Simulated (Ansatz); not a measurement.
**CH3ClGa (charge -1): two geometries relaxed**

Aim: relax the geometries before and after the inversion of the pyramid at C1, and see whether they are two minima and how far apart in energy. SMILES of the start: [CH2-][GaH][Cl].

Method: RKS B3LYP-D4/def2-SVP, in Ansatz 0.2.0.

**1. The starting structure**

Bond lengths: C1–Ga2 1.952 Å, Ga2–Cl3 2.190 Å, C1–H4 1.119 Å, C1–H5 1.114 Å, Ga2–H6 1.720 Å. Angles: C1–Ga2–Cl3 116.8°, C1–Ga2–H6 144.8°, Cl3–Ga2–H6 98.2°, Ga2–C1–H4 99.3°, Ga2–C1–H5 106.5°, H4–C1–H5 104.0°.

As a file:

```xyz
6

C     0.1378   -0.8090   -1.0146
Ga    0.1084    0.5630    0.3741
Cl    1.0348    0.0478    2.2902
H    -0.5096   -1.5777   -0.5222
H    -0.4895   -0.4257   -1.8521
H    -0.2819    2.2016    0.7247
```

**2. End point A**

Input file input.yaml:

```yaml
crystal:
  periodic: [false, false, false]
  atoms:
    - { symbol: C, position_ang: [0.1378, -0.80902, -1.01464] }
    - { symbol: Ga, position_ang: [0.10836, 0.56303, 0.37409] }
    - { symbol: Cl, position_ang: [1.03483, 0.04778, 2.29023] }
    - { symbol: H, position_ang: [-0.50957, -1.57771, -0.52222] }
    - { symbol: H, position_ang: [-0.4895, -0.42568, -1.85212] }
    - { symbol: H, position_ang: [-0.28193, 2.20159, 0.72466] }
total_charge: -1
basis:
  gaussian: { orbitals: def2-SVP }
hamiltonian:
  xc: b3lyp
  dispersion: d4
relax:
  f_tol: 0.015
  max_steps: 40
output:
  orbitals: {}
```

The run is started by

```
> ansatz run input.yaml --threads 1 --pin off --max-ram 2048MiB --backend cpu --events-out ev --progress --plain --runs-dir out
```

Log, cut to the lines that bear on the results:

```text
Warning: RAYON_NUM_THREADS=1 ignored (pool sized by the plan → 1); use --threads N
[...]
Functional definition: B3LYP
[...]
836 factors; integrals over basis functions are off by at most 2.5e-4 eV
[...]
mean field -65977.54271065 eV, -2424.6299734318 hartree, gradient 1.8e-5 eV, S^2 0.000000; 0 other end points of the search recorded, 0 dependent functions left out
[...]
reference -65977.54293854 eV, -2424.6299818066 hartree; 29, 29 occupied and 50, 50 virtual orbitals, 836 factors
relax step   1: F+E_penalty+E_count = -65977.77039415 eV  Δ(F+E_penalty+E_count) = +0.000e0 eV  max|allowed force component| = 1.116e0 eV/Å  Δτ_max = 0.0000 Å  (28 SCF iters, accepted)
[...]
relax step   3: F+E_penalty+E_count = -65978.22863337 eV  Δ(F+E_penalty+E_count) = -1.424e-1 eV  max|allowed force component| = 1.736e0 eV/Å  Δτ_max = 0.1948 Å  (30 SCF iters, accepted)
[...]
relax step   5: F+E_penalty+E_count = -65978.35710398 eV  Δ(F+E_penalty+E_count) = -7.930e-2 eV  max|allowed force component| = 4.811e-1 eV/Å  Δτ_max = 0.1994 Å  (28 SCF iters, accepted)
[...]
relax step   7: F+E_penalty+E_count = -65978.36962446 eV  Δ(F+E_penalty+E_count) = +1.924e-4 eV  max|allowed force component| = 2.093e-1 eV/Å  Δτ_max = 0.2000 Å  (29 SCF iters, rejected (line search))
[...]
relax step   8: F+E_penalty+E_count = -65978.39146145 eV  Δ(F+E_penalty+E_count) = -2.164e-2 eV  max|allowed force component| = 5.285e-2 eV/Å  Δτ_max = 0.0808 Å  (29 SCF iters, accepted)
[...]
relax step   9: F+E_penalty+E_count = -65978.39232858 eV  Δ(F+E_penalty+E_count) = -8.671e-4 eV  max|allowed force component| = 1.073e-2 eV/Å  Δτ_max = 0.0248 Å  (28 SCF iters, accepted)
836 factors; integrals over basis functions are off by at most 3.3e-4 eV
mean field -65978.16693475 eV, -2424.6529132443 hartree, gradient 1.0e-5 eV, S^2 0.000000; 1 other end points of the search recorded, 0 dependent functions left out
[...]
reference -65978.16715859 eV, -2424.6529214701 hartree; 29, 29 occupied and 50, 50 virtual orbitals, 836 factors
Total energy: -65978.39255241 eV, -2424.6612045404 hartree
Atom 0 at    -0.240959    -0.658829    -0.848638 Å, force    -0.001876     0.008727    -0.002923 eV/Å
Atom 1 at     0.089754     0.605046     0.432768 Å, force    -0.002574     0.002347    -0.007081 eV/Å
Atom 2 at     0.936807    -0.016081     2.467622 Å, force     0.004638    -0.006564     0.010733 eV/Å
Atom 3 at    -0.056091    -1.731061    -0.707213 Å, force    -0.001085     0.010660     0.000562 eV/Å
Atom 4 at    -0.646777    -0.381865    -1.831638 Å, force     0.002135    -0.009485     0.003586 eV/Å
Atom 5 at    -0.082744     2.182779     0.487098 Å, force    -0.001238    -0.005686    -0.004877 eV/Å
Dipole moment:     0.038003     0.185131     0.160001 e Å
```

Wall time 70 s (1 thread of Intel Xeon at 2.50GHz (Skylake/Cascade Lake), shared host); peak memory 0.17 GiB.

The steps of the relaxation:

```
step  energy from step 1 (eV)  largest force component (eV/Å)
   1                   0.0000                          1.1157
   2                  -0.3158                          1.2269
   3                  -0.4582                          1.7360
   4                  -0.5074                          0.8961
   5                  -0.5867                          0.4811
   6                  -0.5994                          0.1811
  7x                  -0.5992                          0.2093
   8                  -0.6211                          0.0528
   9                  -0.6219                          0.0107
```

Step 1 is the start. 1 step was tried and not accepted (marked x).

After: Bond lengths: C1–Ga2 1.830 Å, Ga2–Cl3 2.290 Å, C1–H4 1.097 Å, C1–H5 1.099 Å, Ga2–H6 1.588 Å. Angles: C1–Ga2–Cl3 120.1°, C1–Ga2–H6 133.7°, Cl3–Ga2–H6 106.2°, Ga2–C1–H4 123.7°, Ga2–C1–H5 121.3°, H4–C1–H5 115.1°.

**3. End point B**

The second end starts from a geometry with the move made by hand.

Input file input.yaml:

```yaml
crystal:
  periodic: [false, false, false]
  atoms:
    - { symbol: C, position_ang: [0.1378, -0.80902, -1.01464] }
    - { symbol: Ga, position_ang: [0.10836, 0.56303, 0.37409] }
    - { symbol: Cl, position_ang: [1.03483, 0.04778, 2.29023] }
    - { symbol: H, position_ang: [0.8338, -1.53991, -0.53108] }
    - { symbol: H, position_ang: [0.73146, -0.39133, -1.86018] }
    - { symbol: H, position_ang: [-0.28193, 2.20159, 0.72466] }
total_charge: -1
basis:
  gaussian: { orbitals: def2-SVP }
hamiltonian:
  xc: b3lyp
  dispersion: d4
relax:
  f_tol: 0.015
  max_steps: 40
```

The run is started by

```
> ansatz run input.yaml --threads 1 --pin off --max-ram 2048MiB --backend cpu --events-out ev --progress --plain --runs-dir out
```

Log, cut to the lines that bear on the results:

```text
Warning: RAYON_NUM_THREADS=1 ignored (pool sized by the plan → 1); use --threads N
[...]
[... 1 set-up line as earlier in the session ...]
[...]
838 factors; integrals over basis functions are off by at most 2.5e-4 eV
[...]
mean field -65977.48564991 eV, -2424.6278764882 hartree, gradient 7.6e-5 eV, S^2 0.000000; 0 other end points of the search recorded, 0 dependent functions left out
[...]
reference -65977.48587646 eV, -2424.6278848139 hartree; 29, 29 occupied and 50, 50 virtual orbitals, 838 factors
relax step   1: F+E_penalty+E_count = -65977.71572241 eV  Δ(F+E_penalty+E_count) = +0.000e0 eV  max|allowed force component| = 1.492e0 eV/Å  Δτ_max = 0.0000 Å  (27 SCF iters, accepted)
[...]
relax step   3: F+E_penalty+E_count = -65978.23198627 eV  Δ(F+E_penalty+E_count) = -1.205e-1 eV  max|allowed force component| = 1.502e0 eV/Å  Δτ_max = 0.1943 Å  (29 SCF iters, accepted)
[...]
838 factors; integrals over basis functions are off by at most 3.3e-4 eV
[...]
mean field -65978.16690381 eV, -2424.6529121073 hartree, gradient 1.1e-5 eV, S^2 0.000000; 1 other end points of the search recorded, 0 dependent functions left out
[...]
reference -65978.16712747 eV, -2424.6529203266 hartree; 29, 29 occupied and 50, 50 virtual orbitals, 838 factors
Total energy: -65978.39257938 eV, -2424.6612055316 hartree
Atom 0 at     0.509404    -0.626588    -0.895575 Å, force     0.000394    -0.001523    -0.000592 eV/Å
Atom 1 at     0.291991     0.594360     0.449431 Å, force    -0.000387     0.001067    -0.002373 eV/Å
Atom 2 at     0.851578     0.042860     2.600862 Å, force     0.002881    -0.006215     0.007474 eV/Å
Atom 3 at     0.901643    -1.638288    -0.735156 Å, force     0.002357    -0.004116     0.000128 eV/Å
Atom 4 at     0.250289    -0.388519    -1.936356 Å, force    -0.001586     0.001669    -0.000259 eV/Å
Atom 5 at    -0.240585     2.088315     0.499874 Å, force    -0.003660     0.009118    -0.004378 eV/Å
Dipole moment:    -0.036755     0.178541     0.167137 e Å
```

Wall time 83 s (1 thread of Intel Xeon at 2.50GHz (Skylake/Cascade Lake), shared host); peak memory 0.17 GiB.

The steps of the relaxation:

```csv
step,energy from step 1 (eV),largest force component (eV/Å)
1,0.0000,1.4924
2,-0.3957,1.1537
3,-0.5163,1.5025
4,-0.5669,0.9857
5,-0.6468,0.2751
6,-0.6495,0.4124
7,-0.6612,0.4040
8,-0.6733,0.2949
9,-0.6759,0.1326
10,-0.6764,0.0189
11,-0.6766,0.0091
```

Step 1 is the start.

After: Bond lengths: C1–Ga2 1.829 Å, Ga2–Cl3 2.290 Å, C1–H4 1.097 Å, C1–H5 1.099 Å, Ga2–H6 1.587 Å. Angles: C1–Ga2–Cl3 120.1°, C1–Ga2–H6 133.8°, Cl3–Ga2–H6 106.2°, Ga2–C1–H4 123.4°, Ga2–C1–H5 121.6°, H4–C1–H5 115.0°.

**4. Outcome**

| quantity | value |
| --- | --- |
| end A | 7 moves, 0.622 eV lower |
| end B | 10 moves, 0.677 eV lower |
| largest difference between the ends | 0.00 Å |
| end B relative to end A | -0.000 eV |

**Reading.** Both starts fell into the same minimum (no atom differs by more than 0.00 Å), so from this start no second minimum was found and no band was run; another arrangement could still be one.
